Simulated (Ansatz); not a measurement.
# CH₆Cl₂GeSi: how energies converge with the basis set

Aim: see how fast density functionals converge with the basis set for CH₆Cl₂GeSi.

Computed with Ansatz 0.2.0, Gaussian basis. Level: one geometry, several basis sets.

The runs, in order: PBE0-D4/def2-SVP; ωB97M-V/def2-SVP; ωB97M-V/def2-QZVPP; the functionals' def2-TZVPP values are taken from earlier runs.

1 further run of the same task is left out (for a known fault of the program).

**1. The geometry**

All runs share one geometry, relaxed beforehand with PBE0-D4 in a triple-zeta def2 set.

SMILES `[CH3][Ge]([SiH3])([Cl])[Cl]`, 11 atoms, charge 0, spin multiplicity 1.

Atoms are counted from 1 here; the program's logs count them from 0.

Bond lengths: C1–Ge2 1.939 Å, C1–H6 1.091 Å, C1–H7 1.090 Å, C1–H8 1.091 Å, Ge2–Si3 2.384 Å, Ge2–Cl4 2.164 Å, Ge2–Cl5 2.164 Å, Si3–H9 1.485 Å, Si3–H10 1.482 Å, Si3–H11 1.485 Å. Angles: Ge2–C1–H6 109.7°, Ge2–C1–H7 108.8°, Ge2–C1–H8 109.7°, H6–C1–H7 109.5°, H6–C1–H8 109.7°, H7–C1–H8 109.5°, C1–Ge2–Si3 120.8°, C1–Ge2–Cl4 107.1°, C1–Ge2–Cl5 107.1°, Si3–Ge2–Cl4 107.2°, Si3–Ge2–Cl5 107.2°, Cl4–Ge2–Cl5 106.5°, Ge2–Si3–H9 108.8°, Ge2–Si3–H10 107.9°, Ge2–Si3–H11 108.8°, H9–Si3–H10 110.6°, H9–Si3–H11 109.9°, H10–Si3–H11 110.6°.

**2. PBE0-D4 in def2-SVP**

The input, in.yaml:

```yaml
crystal:
  periodic: [false, false, false]
  atoms:
    - {symbol: C, position_ang: [-1.733905, 0.420229, 0.561647]}
    - {symbol: Ge, position_ang: [-0.039297, 0.553615, -0.370407]}
    - {symbol: Si, position_ang: [1.660946, -1.086722, -0.052560]}
    - {symbol: Cl, position_ang: [-0.479774, 0.618252, -2.488284]}
    - {symbol: Cl, position_ang: [0.819315, 2.473748, 0.138992]}
    - {symbol: H, position_ang: [-2.231561, -0.510616, 0.287398]}
    - {symbol: H, position_ang: [-2.359475, 1.265354, 0.274287]}
    - {symbol: H, position_ang: [-1.563531, 0.443295, 1.638581]}
    - {symbol: H, position_ang: [2.042145, -1.110685, 1.382534]}
    - {symbol: H, position_ang: [2.821072, -0.710422, -0.894526]}
    - {symbol: H, position_ang: [1.129564, -2.413149, -0.457062]}
basis:
  gaussian: {orbitals: def2-SVP}
hamiltonian: {xc: pbe0, dispersion: d4}
output: {orbitals: {seedname: orbitals}}
```

Command:

```sh
$ ansatz run in.yaml --threads 2 --pin off --events-out ev --progress --plain --max-ram 32768MiB --backend cpu
```

Further steps of the session: ωB97M-V in def2-SVP; ωB97M-V in def2-QZVPP.

Q: Predict the results of all the runs planned. Wanted: ωB97M-V: double and triple zeta above quadruple.

As calculated:

| quantity | value |
| --- | --- |
| ωB97M-V: double and triple zeta above quadruple | 22.01, 2.19 eV |

Total energies overstate the basis error of differences, where much of it tends to cancel. The LUMO of ωB97M-V is positive and keeps falling with the basis (1.64 to 0.99 eV): an unbound level that the basis holds in place.
